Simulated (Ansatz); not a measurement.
# Mg2Si3N: the cost of one run

Computed with Ansatz 0.2.0 (DFT PBE, scalar-relativistic, plane waves, PAW, unless a step names another level, unless a step's input says otherwise).

4 further runs of the same task are left out: 4 set aside as unsound or not needed.

## Step 1: Starting point

The structure is trigonal, space group P-3m1 (No. 164). The conventional cell has a = 3.218 Å, b = 3.218 Å, c = 10.209 Å, α = 90.00°, β = 90.00°, γ = 120.00°. Mg (site symmetry 3m) has 3 N at 2.13 Å as nearest neighbours. Si (site symmetry 3m) is surrounded by 3 Si at 2.49 Å. Around Si (site symmetry -3m) lie 6 Si at 2.49 Å. N (site symmetry -3m) is surrounded by 6 Mg at 2.13 Å.

As a file:

```cif
data_structure
_symmetry_space_group_name_H-M 'P-3m1'
_symmetry_Int_Tables_number 164
_cell_length_a 3.2179
_cell_length_b 3.2179
_cell_length_c 10.2085
_cell_angle_alpha 90.000
_cell_angle_beta 90.000
_cell_angle_gamma 120.000
_cell_volume 91.55
loop_
_atom_site_label
_atom_site_type_symbol
_atom_site_symmetry_multiplicity
_atom_site_Wyckoff_symbol
_atom_site_fract_x
_atom_site_fract_y
_atom_site_fract_z
_atom_site_occupancy
Mg1 Mg 2 d 0.66667 0.33333 0.89848 1
Si1 Si 2 d 0.33333 0.66667 0.66255 1
Si2 Si 1 b 0.00000 0.00000 0.50000 1
N1 N 1 a 0.00000 0.00000 0.00000 1
```

It came out lowest among 30 distinct ends of the trial cells. At a tolerance of 0.05 Å it has space group P-3m1 (No. 164).

## Step 2: A stricter relaxation, on the response runs' mesh and smearing

Contents of input.yaml:

```yaml
crystal:
  lattice:
    - [3.2179470911, 0.0, 0.0]
    - [-1.6089735456, 2.7868239289, 0.0]
    - [0.0, 0.0, 10.2085182739]
  atoms:
    - { symbol: Mg, position: [0.6666666667, 0.3333333333, 0.8984804282] }
    - { symbol: Mg, position: [0.3333333333, 0.6666666667, 0.1015195718] }
    - { symbol: Si, position: [0.3333333333, 0.6666666667, 0.6625515665] }
    - { symbol: Si, position: [0.0, 0.0, 0.5] }
    - { symbol: Si, position: [0.6666666667, 0.3333333333, 0.3374484335] }
    - { symbol: "N", position: [0.0, 0.0, 0.0] }
basis:
  ecutwfc: 420
kpoints:
  mp_grid: { grid: [12, 12, 4] }
hamiltonian:
  xc: pbe
scf:
  occupations: { method: gaussian, width: 0.1 }
output:
  forces: true
  stress: true
  eigenvalues: true
relax:
  adjacent_minimum: "off"
  f_tol: 0.001
  max_steps: 60
  cell: { stress_tol: 0.01 }
```

Started as:

```console
$ ansatz run input.yaml --threads 3 --pin off --max-ram 7680MiB --backend cpu --events-out ev --progress --plain --runs-dir out
```

What time and memory should one allow on 3 threads of Arm Neoverse V2, shared host?

About 12 s, with a peak of 0.46 GiB.
